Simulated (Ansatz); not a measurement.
# CH5FSiTe: up Jacob's ladder to CCSD(T)

The task here is to estimate one member of a computed series from the others.

Program: Ansatz 0.2.0, Gaussian basis. Level of theory: functionals in def2-TZVPP, the program's frozen cores in correlated methods. These are calculated values, not measurements.

The runs, in order: PBE-D4, r2SCAN-D4, PBE0-D4, B3LYP-D4, ωB97X-V, ωB97M-V, B2PLYP; CCSD(T)/def2-TZVPP; MP2/def2-QZVPP; extrapolation to the limit.

## The relaxed structure

The geometry comes from an earlier relaxation with PBE0-D4 in a triple-zeta def2 set; it is a stationary point, not always the lowest conformer. Te takes the def2 core potential; no spin-orbit term is included.

SMILES `FC([SiH3])[TeH]`, 9 atoms, charge 0, spin multiplicity 1.

Atoms are counted from 1 here; the program's logs count them from 0.

Bond lengths: F1–C2 1.385 Å, C2–Si3 1.897 Å, C2–Te4 2.152 Å, C2–H5 1.093 Å, Si3–H6 1.484 Å, Si3–H7 1.485 Å, Si3–H8 1.486 Å, Te4–H9 1.659 Å. Angles: F1–C2–Si3 111.1°, F1–C2–Te4 111.7°, F1–C2–H5 108.1°, Si3–C2–Te4 108.8°, Si3–C2–H5 111.5°, Te4–C2–H5 105.5°, C2–Si3–H6 108.1°, C2–Si3–H7 109.4°, C2–Si3–H8 109.2°, H6–Si3–H7 110.4°, H6–Si3–H8 110.0°, H7–Si3–H8 109.7°, C2–Te4–H9 94.0°.

The first run:

The input, in.yaml:

```yaml
crystal:
  periodic: [false, false, false]
  atoms:
    - {symbol: F, position_ang: [-0.338064, 0.254814, -1.830114]}
    - {symbol: C, position_ang: [-0.135381, 0.442851, -0.473484]}
    - {symbol: Si, position_ang: [0.890642, -0.970645, 0.265925]}
    - {symbol: Te, position_ang: [-1.996716, 0.581000, 0.597613]}
    - {symbol: H, position_ang: [0.354246, 1.409662, -0.333540]}
    - {symbol: H, position_ang: [1.422819, -0.517794, 1.574820]}
    - {symbol: H, position_ang: [2.004496, -1.307963, -0.656590]}
    - {symbol: H, position_ang: [0.018712, -2.158731, 0.455171]}
    - {symbol: H, position_ang: [-2.132255, 2.220605, 0.383197]}
basis:
  gaussian: {orbitals: def2-TZVPP}
hamiltonian: {xc: pbe, dispersion: d4}
output: {forces: true, orbitals: {seedname: orbitals}}
```

The run is started by

```console
ansatz run in.yaml --threads 4 --pin off --events-out ev --progress --plain --max-ram 10444MiB
```

Steps of the session up to this table: PBE-D4 (GGA); r2SCAN-D4 (meta-GGA); PBE0-D4 (hybrid); B3LYP-D4 (hybrid); ωB97X-V (range-separated); ωB97M-V (range-separated); B2PLYP (double hybrid); CCSD(T) in def2-TZVPP; MP2 in def2-QZVPP.

One of the session's tables, all rows but one given; the rest of the session is left out.

```
            method  atomisation energy (kcal/mol)
            PBE-D4                              ?
         r2SCAN-D4                          649.2
           PBE0-D4                          645.5
          B3LYP-D4                          648.9
           ωB97X-V                          653.1
           ωB97M-V                          648.1
            B2PLYP                          639.2
     HF/def2-TZVPP                          456.5
    MP2/def2-TZVPP                          636.9
   CCSD/def2-TZVPP                          621.6
CCSD(T)/def2-TZVPP                          632.4
           MP2/CBS                          658.0
       CCSD(T)/CBS                          653.6
```

Estimate the missing values for PBE-D4.

The run gave: atomisation energy (kcal/mol): 658.6. In the column «atomisation energy (kcal/mol)» it is the highest.
